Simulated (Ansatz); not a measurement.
# Ge₂F (doublet): from Hartree-Fock to the top rungs at a displaced geometry (v2), cc-pVDZ

An exercise on one series of results from a longer session: the logs are not shown, and one member is left open.

The runs use Ansatz 0.2.0, Gaussian basis; cc-pVDZ, core rule «outside noble gas», up to 29 orbitals frozen.

Plan: UHF; CCSD(T) on ROHF; CCSD(T) on UHF; BCCD(T) on ROHF; CISD; CCSDT(Q) on ROHF; CCSDT(Q) on UHF.

22 further runs of the same task are left out: 2 for a known fault of the program, 7 that didn't finish, 13 set aside as unsound or not needed.

### What is computed

The geometry is a PBE0/def2-TZVP stationary point (not a proven minimum) with its atoms shifted at random (size 0.100 Å). No spin-orbit coupling is included. The filled d shell of Ge may be among the frozen orbitals whatever the setting's name suggests; the logs give the count.

3 atoms, charge 0, spin multiplicity 2.

Atoms are counted from 1 here; the program's logs count them from 0.

Bond lengths: F1–Ge2 2.027 Å, F1–Ge3 1.988 Å, Ge2–Ge3 2.421 Å. Angles: Ge2–F1–Ge3 74.1°, F1–Ge2–Ge3 52.2°, F1–Ge3–Ge2 53.7°.

Set-up of the first run:

Contents of in.yaml:

```yaml
crystal:
  periodic: [false, false, false]
  atoms:
    - {symbol: F, position_ang: [0.111927, -1.412113, -0.006636]}
    - {symbol: Ge, position_ang: [-0.052947, 0.200875, 1.210459]}
    - {symbol: Ge, position_ang: [0.023673, 0.168451, -1.208723]}
basis:
  gaussian: {orbitals: cc-pVDZ}
magnetization: {spin_polarized: true, initial_magnetization: 1}
hamiltonian: {xc: hf}
output: {orbitals: {seedname: orbitals}}
```

On the command line:

```sh
> ansatz run in.yaml --threads 1 --pin off --events-out ev --progress --plain --max-ram 2393MiB
```

Steps of the session up to this table: UHF; CCSD(T) on ROHF; CCSD(T) on UHF; BCCD(T) on ROHF; CISD; CCSDT(Q) on ROHF; CCSDT(Q) on UHF.

One of the session's tables, all rows but one given; the rest of the session is left out.

| method | from UCCSDT(Q) (meV) |
| --- | --- |
| ROHF | +9986.6 |
| UHF | +9929.8 |
| RMP2 | +1088.5 |
| UMP2 | +1097.6 |
| RCCSD | +395.3 |
| UCCSD | ? |
| RCCSD(T) | +75.3 |
| UCCSD(T) | +74.7 |
| BCCD(T) | +68.6 |
| RCCSDT | +34.0 |
| UCCSDT | +32.7 |
| RCCSDT(Q) | +8.6 |
| UCCSDT(Q) | 0 |

**Question.** Estimate the row for UCCSD.

The run gave: from UCCSDT(Q) (meV): +392.3. In the column «from UCCSDT(Q) (meV)» it lies between RCCSD(T) (+75.3) and RCCSD (+395.3).

Not comparable, so not listed: CISD (they don't share determinant, frozen orbitals or solution with the rows shown, or repeat one).

Caveats from the session: Restricted and unrestricted rows rest on different reference determinants; where their highest levels disagree by more than a few hundredths of an eV, they describe different states and don't form one ladder.
